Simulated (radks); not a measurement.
# The series with 2 electrons, He to Lu⁶⁹⁺

Aim: how levels and radii change as the nucleus grows at a fixed number of electrons, all in [He].

The numbers are computed with radks (a radial shooting solver on a logarithmic mesh, Libxc functionals) version 1 (scalar-relativistic Kohn-Sham, PBE, spin-unpolarised, spherical densities, point nucleus), except any that are marked as measured or tabulated.

## Step 1: What is computed

| Item | Value |
| --- | --- |
| electrons | 2 |
| ions | He, B³⁺, O⁶⁺, Si¹²⁺, Cl¹⁵⁺, Ca¹⁸⁺, V²¹⁺, Fe²⁴⁺, Cu²⁷⁺, Ge³⁰⁺, Br³³⁺, Sr³⁶⁺, Nb³⁹⁺, Ru⁴²⁺, Ag⁴⁵⁺, Sn⁴⁸⁺, I⁵¹⁺, Ba⁵⁴⁺, Pr⁵⁷⁺, Sm⁶⁰⁺, Tb⁶³⁺, Er⁶⁶⁺, Lu⁶⁹⁺ |
| configuration | [He] |

Outer shells as boxes (Hund's rule):

[He]
```
1s [↑↓]
```

## Step 2: He

Input:

```text
Z 2
configuration [He]
relativity scalar-relativistic
functional pbe,pbe
spin unpolarised
nucleus point
c 137.035999084
```

Run with:

```console
python run_ks.py task.json out
```

All runs below come from this command, one after another.

## Step 3: B³⁺

Input:

```text
Z 5
configuration [He] 2s0 2p0
relativity scalar-relativistic
functional pbe,pbe
spin unpolarised
nucleus point
c 137.035999084
```

## Step 4: O⁶⁺

Input: that of step 3 with these lines changed.

```diff
@@ -1,2 +1,2 @@
-Z 5
+Z 8
 configuration [He] 2s0 2p0
```

## Step 5: Si¹²⁺

Input: that of step 4 with these lines changed.

```diff
@@ -1,2 +1,2 @@
-Z 8
+Z 14
 configuration [He] 2s0 2p0
```

## Step 6: Cl¹⁵⁺

Input: that of step 5 with these lines changed.

```diff
@@ -1,2 +1,2 @@
-Z 14
+Z 17
 configuration [He] 2s0 2p0
```

## Step 7: Ca¹⁸⁺

Input: that of step 6 with these lines changed.

```diff
@@ -1,2 +1,2 @@
-Z 17
+Z 20
 configuration [He] 2s0 2p0
```

## Step 8: V²¹⁺

Input: that of step 7 with these lines changed.

```diff
@@ -1,2 +1,2 @@
-Z 20
+Z 23
 configuration [He] 2s0 2p0
```

## Step 9: Fe²⁴⁺

Input: that of step 8 with these lines changed.

```diff
@@ -1,2 +1,2 @@
-Z 23
+Z 26
 configuration [He] 2s0 2p0
```

## Step 10: Cu²⁷⁺

Input: that of step 9 with these lines changed.

```diff
@@ -1,2 +1,2 @@
-Z 26
+Z 29
 configuration [He] 2s0 2p0
```

## Step 11: Ge³⁰⁺

Input: that of step 10 with these lines changed.

```diff
@@ -1,2 +1,2 @@
-Z 29
+Z 32
 configuration [He] 2s0 2p0
```

## Step 12: Br³³⁺

Input: that of step 11 with these lines changed.

```diff
@@ -1,2 +1,2 @@
-Z 32
+Z 35
 configuration [He] 2s0 2p0
```

## Step 13: Sr³⁶⁺

Input: that of step 12 with these lines changed.

```diff
@@ -1,2 +1,2 @@
-Z 35
+Z 38
 configuration [He] 2s0 2p0
```

## Step 14: Nb³⁹⁺

Input: that of step 13 with these lines changed.

```diff
@@ -1,2 +1,2 @@
-Z 38
+Z 41
 configuration [He] 2s0 2p0
```

## Step 15: Ru⁴²⁺

Input: that of step 14 with these lines changed.

```diff
@@ -1,2 +1,2 @@
-Z 41
+Z 44
 configuration [He] 2s0 2p0
```

## Step 16: Ag⁴⁵⁺

Input: that of step 15 with these lines changed.

```diff
@@ -1,2 +1,2 @@
-Z 44
+Z 47
 configuration [He] 2s0 2p0
```

## Step 17: Sn⁴⁸⁺

Input: that of step 16 with these lines changed.

```diff
@@ -1,2 +1,2 @@
-Z 47
+Z 50
 configuration [He] 2s0 2p0
```

## Step 18: I⁵¹⁺

Input: that of step 17 with these lines changed.

```diff
@@ -1,2 +1,2 @@
-Z 50
+Z 53
 configuration [He] 2s0 2p0
```

## Step 19: Ba⁵⁴⁺

Input: that of step 18 with these lines changed.

```diff
@@ -1,2 +1,2 @@
-Z 53
+Z 56
 configuration [He] 2s0 2p0
```

## Step 20: Pr⁵⁷⁺

Input: that of step 19 with these lines changed.

```diff
@@ -1,2 +1,2 @@
-Z 56
+Z 59
 configuration [He] 2s0 2p0
```

## Step 21: Sm⁶⁰⁺

Input: that of step 20 with these lines changed.

```diff
@@ -1,2 +1,2 @@
-Z 59
+Z 62
 configuration [He] 2s0 2p0
```

## Step 22: Tb⁶³⁺

Input: that of step 21 with these lines changed.

```diff
@@ -1,2 +1,2 @@
-Z 62
+Z 65
 configuration [He] 2s0 2p0
```

## Step 23: Er⁶⁶⁺

Input: that of step 22 with these lines changed.

```diff
@@ -1,2 +1,2 @@
-Z 65
+Z 68
 configuration [He] 2s0 2p0
```

## Step 24: Lu⁶⁹⁺

Input: that of step 23 with these lines changed.

```diff
@@ -1,2 +1,2 @@
-Z 68
+Z 71
 configuration [He] 2s0 2p0
```

Q: Predict the outcome of this session. Wanted: for each run, ion; E; ε(1s); <r>(1s).

As calculated:

| ion | E (hartree) | ε(1s) (eV) | <r>(1s) (bohr) |
| --- | --- | --- | --- |
| He | -2.89307 | -15.764 | 0.9458 |
| B³⁺ | -21.98899 | -231.38 | 0.3264 |
| O⁶⁺ | -59.11736 | -692.27 | 0.1973 |
| Si¹²⁺ | -187.72338 | -2353.1 | 0.1100 |
| Cl¹⁵⁺ | -279.39083 | -3555.5 | 0.08994 |
| Ca¹⁸⁺ | -389.47363 | -5008.2 | 0.07602 |
| V²¹⁺ | -518.13701 | -6713.4 | 0.06577 |
| Fe²⁴⁺ | -665.57645 | -8673.7 | 0.05791 |
| Cu²⁷⁺ | -832.01924 | -10892.1 | 0.05168 |
| Ge³⁰⁺ | -1017.72625 | -13372.1 | 0.04662 |
| Br³³⁺ | -1222.99415 | -16117.7 | 0.04242 |
| Sr³⁶⁺ | -1448.15787 | -19133.3 | 0.03887 |
| Nb³⁹⁺ | -1693.59364 | -22424 | 0.03584 |
| Ru⁴²⁺ | -1959.72233 | -25996 | 0.03321 |
| Ag⁴⁵⁺ | -2247.01357 | -29854 | 0.03091 |
| Sn⁴⁸⁺ | -2555.99035 | -34007 | 0.02887 |
| I⁵¹⁺ | -2887.23453 | -38462 | 0.02706 |
| Ba⁵⁴⁺ | -3241.3932 | -43227 | 0.02543 |
| Pr⁵⁷⁺ | -3619.1864 | -48312 | 0.02395 |
| Sm⁶⁰⁺ | -4021.4157 | -53729 | 0.02261 |
| Tb⁶³⁺ | -4448.9748 | -59489 | 0.02139 |
| Er⁶⁶⁺ | -4902.8626 | -65605 | 0.02026 |
| Lu⁶⁹⁺ | -5384.1974 | -72093 | 0.01922 |

What this shows: From He to Lu⁶⁹⁺ the 1s level deepens by a factor 4573 and shrinks by a factor 49.2.
